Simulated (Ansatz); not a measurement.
# Ti8H3CO16: the cost of one run

Computed with Ansatz 0.2.0 (DFT PBE+D3(BJ), scalar-relativistic, plane waves, PAW, unless a step's input says otherwise).

2 further runs of the same task are left out: 2 set aside as unsound or not needed.

## (1) The structure to begin with

It takes space group Cm (No. 8, monoclinic). The conventional cell has a = 10.293 Å, b = 3.787 Å, c = 21.868 Å, α = 90.00°, β = 90.00°, γ = 90.00°. O (site symmetry m) has 2 Ti at 1.94 to 1.99 Å as nearest neighbours. Around Ti (site symmetry m) lie 5 O at 1.94 to 1.99 Å. Around O (site symmetry m) lie 3 Ti at 1.94 to 1.99 Å. Around Ti (site symmetry m) lie 6 O at 1.94 to 1.99 Å. Around O (site symmetry m) lie 3 Ti at 1.94 to 2.10 Å. O (site symmetry m) is surrounded by 3 Ti at 1.78 to 2.09 Å. Ti (site symmetry m) has 6 O at 1.87 to 2.10 Å as nearest neighbours. Only part of the 12 independent sites is listed.

Structure file:

```cif
data_structure
_symmetry_space_group_name_H-M 'Cm'
_symmetry_Int_Tables_number 8
_cell_length_a 10.2933
_cell_length_b 3.7874
_cell_length_c 21.8679
_cell_angle_alpha 90.000
_cell_angle_beta 90.000
_cell_angle_gamma 90.000
_cell_volume 852.51
loop_
_atom_site_label
_atom_site_type_symbol
_atom_site_symmetry_multiplicity
_atom_site_Wyckoff_symbol
_atom_site_fract_x
_atom_site_fract_y
_atom_site_fract_z
_atom_site_occupancy
O1 O 2 a 0.31531 0.00000 0.36583 1
Ti1 Ti 2 a 0.13538 0.00000 0.39935 1
O2 O 2 a 0.09916 0.50000 0.40609 1
O3 O 2 a 0.45545 0.50000 0.43286 1
Ti2 Ti 2 a 0.41923 0.00000 0.43961 1
O4 O 2 a 0.23930 0.00000 0.47312 1
O5 O 2 a 0.45234 0.00000 0.52793 1
Ti3 Ti 2 a 0.26855 0.00000 0.56836 1
O6 O 2 a 0.23148 0.50000 0.56920 1
O7 O 2 a 0.09201 0.00000 0.60719 1
Ti4 Ti 2 a 0.03985 0.50000 0.59796 1
O8 O 2 a 0.38182 0.00000 0.63536 1
```

Miller indices refer to the conventional cell of the relaxed bulk, I4_1/amd (No. 141): a = 3.787 Å, b = 3.787 Å, c = 9.571 Å, α = 90.00°, β = 90.00°, γ = 90.00°.

It is a (101) slab, 5.9 Å thick as cut, with 16 Å of vacuum, in a 2×1 surface cell; its outer planes are O (top) and O (bottom). An earlier relaxation, lower half held, gave -29109.7222 eV, gap on the mesh 2.08 eV, ionisation potential 6.87 eV (top face), 6.73 eV (bottom face), electron affinity 4.79 eV (top face), 4.65 eV (bottom face), dipole along +c -0.030 e·Å per cell.

## (2) CH3, anchor, over a top (O) site

Contents of input.yaml:

```yaml
crystal:
  lattice:
    - [7.5747420722, 0.0, 0.0]
    - [-1.8936855181, 5.1466543507, 0.0]
    - [0.0, 0.0, 24.2406590933]
  atoms:
    - { symbol: O, position: [0.1576574043, 0.6306296174, 0.3300240298] }
    - { symbol: O, position: [0.6576574043, 0.6306296174, 0.3300240298] }
    - { symbol: Ti, position: [0.067691746, 0.270766984, 0.3602575299] }
    - { symbol: Ti, position: [0.567691746, 0.270766984, 0.3602575299] }
    - { symbol: O, position: [0.2995803408, 0.1983213634, 0.3663439763] }
    - { symbol: O, position: [0.7995803408, 0.1983213634, 0.3663439763] }
    - { symbol: O, position: [0.4777260876, 0.9109043506, 0.3904910298] }
    - { symbol: O, position: [0.9777260876, 0.9109043506, 0.3904910298] }
    - { symbol: Ti, position: [0.2096146825, 0.83845873, 0.3965774763] }
    - { symbol: Ti, position: [0.7096146825, 0.83845873, 0.3965774763] }
    - { symbol: O, position: [0.1196490241, 0.4785960966, 0.4268109763] }
    - { symbol: O, position: [0.6196490241, 0.4785960966, 0.4268109763] }
    - { symbol: O, position: [0.2261951111, 0.9046788646, 0.4762510715] }
    - { symbol: O, position: [0.7261951111, 0.9046788646, 0.4762510715] }
    - { symbol: Ti, position: [0.1342668563, 0.5370974736, 0.5127220559] }
    - { symbol: Ti, position: [0.6342668563, 0.5370974736, 0.5127220559] }
    - { symbol: O, position: [0.3657395637, 0.4629664658, 0.5134835611] }
    - { symbol: O, position: [0.8657395637, 0.4629664658, 0.5134835611] }
    - { symbol: O, position: [0.5460106806, 0.1840281837, 0.5477535097] }
    - { symbol: O, position: [0.0460106806, 0.1840281837, 0.5477535097] }
    - { symbol: Ti, position: [0.269940263, 0.0797012659, 0.5394323971] }
    - { symbol: Ti, position: [0.769940263, 0.0797012659, 0.5394323971] }
    - { symbol: O, position: [0.1908872918, 0.7636402875, 0.5731659609] }
    - { symbol: O, position: [0.6908872918, 0.7636402875, 0.5731659609] }
    - { symbol: C, position: [0.6908872918, 0.7636402875, 0.6585596786], spin: 1.0 }
    - { symbol: H, position: [0.6959263982, 0.5793841761, 0.6739388791] }
    - { symbol: H, position: [0.8130718066, 0.9209043327, 0.6739388791] }
    - { symbol: H, position: [0.5636636706, 0.7906323535, 0.6739388791] }
basis:
  ecutwfc: 420
kpoints:
  mp_grid: { grid: [2, 3, 1] }
hamiltonian:
  xc: pbe
  dispersion: d3bj
scf:
  occupations: { method: gaussian, width: 0.05 }
output:
  forces: true
  eigenvalues: true
  populations: true
  write_density: true
  write_potential: true
  elf: true
  volumetric_format: npy
magnetization:
  spin_polarized: true
relax:
  adjacent_minimum: "off"
  f_tol: 0.04
  max_steps: 100
  constraints: [{ sites: [0, 1, 2, 3, 4, 5, 6, 7, 8, 9, 10, 11] }]
efield:
  axis: 3
  dipole_correction: true
  ramp_width: 0.04
```

Command:

```sh
> ansatz run input.yaml --threads 8 --pin off --max-ram 20480MiB --backend cpu --events-out ev --progress --plain --runs-dir out
```

**Question.** How long does this run take on 8 threads of Intel Xeon 6975P-C (Granite Rapids), shared host, and how much memory does it need?

About 5.3 min, with a peak of 3.7 GiB.
